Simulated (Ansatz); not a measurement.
# Pd3I in Ansatz: convergence with smearing width

Input of the first run (smearing width 0.3 eV); the others differ in this setting and in those tied to it:

File input.yaml:

```yaml
crystal:
  lattice:
    - [-2.146949, 2.146949, 3.87591]
    - [2.146949, -2.146949, 3.87591]
    - [2.146949, 2.146949, -3.87591]
  atoms:
    - { symbol: I, position: [-0.004259, -0.003252, -0.008471] }
    - { symbol: Pd, position: [0.502054, 0.502326, 0.001092] }
    - { symbol: Pd, position: [0.243639, 0.733987, 0.483926] }
    - { symbol: Pd, position: [0.747676, 0.2541, 0.50393] }
hamiltonian:
  xc: r2scan
  pseudopotentials: { kind: nc, accuracy: stringent }
kpoints:
  mp_grid: { grid: [5, 5, 6] }
scf:
  occupations: { method: fermi_dirac, width: 0.3 }
output:
  forces: true
  stress: true
  eigenvalues: true
```

Potentials or basis: PseudoDojo stringent (PBE files).

The run is started by

```bash
$ ansatz run input.yaml --threads 2 --pin off --max-ram 5632MiB --backend cpu --events-out ev --progress --plain --runs-dir out
```

The cell isn't the ideal one: atoms moved at random, drawn with an rms of 0.05 Å.

The cell comes from a database or a generator and needn't be the stable form of this composition.

Hardware: 2 threads of Arm Neoverse V2, on a shared host.

The values tried are 0.3 eV, 0.2 eV, 0.15 eV, 0.1 eV, 0.05 eV, 0.025 eV, 0.01 eV, 0.005 eV, loosest first. From which on does the energy stay within 1 meV/atom of the tightest run that finished?

From 0.05 eV on.

| smearing width | energy less the tightest run, at zero smearing (meV/atom) | pressure (GPa) | largest force (eV/Å) | SCF cycles | CPU time (s) | peak memory (GiB) |
| --- | --- | --- | --- | --- | --- | --- |
| 0.3 eV | 2.46 | -1.36 | 0.184 | 11 | 290 | 1.8 |
| 0.2 eV | 3.28 | -2.33 | 0.191 | 11 | 270 | 1.7 |
| 0.15 eV | 2.55 | -2.75 | 0.198 | 11 | 270 | 1.7 |
| 0.1 eV | 1.25 | -3.08 | 0.207 | 11 | 260 | 1.7 |
| 0.05 eV | 0.16 | -3.28 | 0.219 | 11 | 260 | 1.7 |
| 0.025 eV | -0.06 | -3.32 | 0.226 | 11 | 270 | 1.7 |
| 0.01 eV | -0.03 | -3.33 | 0.228 | 11 | 290 | 1.7 |
| 0.005 eV | 0.00 | -3.33 | 0.228 | 11 | 280 | 1.7 |

Against the tightest run, the pressure stays within 0.1 GPa from 0.05 eV on; the largest force stays within 0.005 eV/Å from 0.025 eV on. Narrower smearing needs a denser k mesh, so at a fixed mesh the narrowest width isn't the most accurate. The tightest run that finished is the yardstick and may itself not be fully converged.

Caveat, for the tightest run too: the meta-GGA runs on potentials made for a GGA; the potentials were made for another functional, which shifts forces and pressure; an odd number of electrons without spin polarisation forces a metal; a magnetic or distorted state may lie lower. The run has no spin-orbit coupling, so splittings on I are missing.
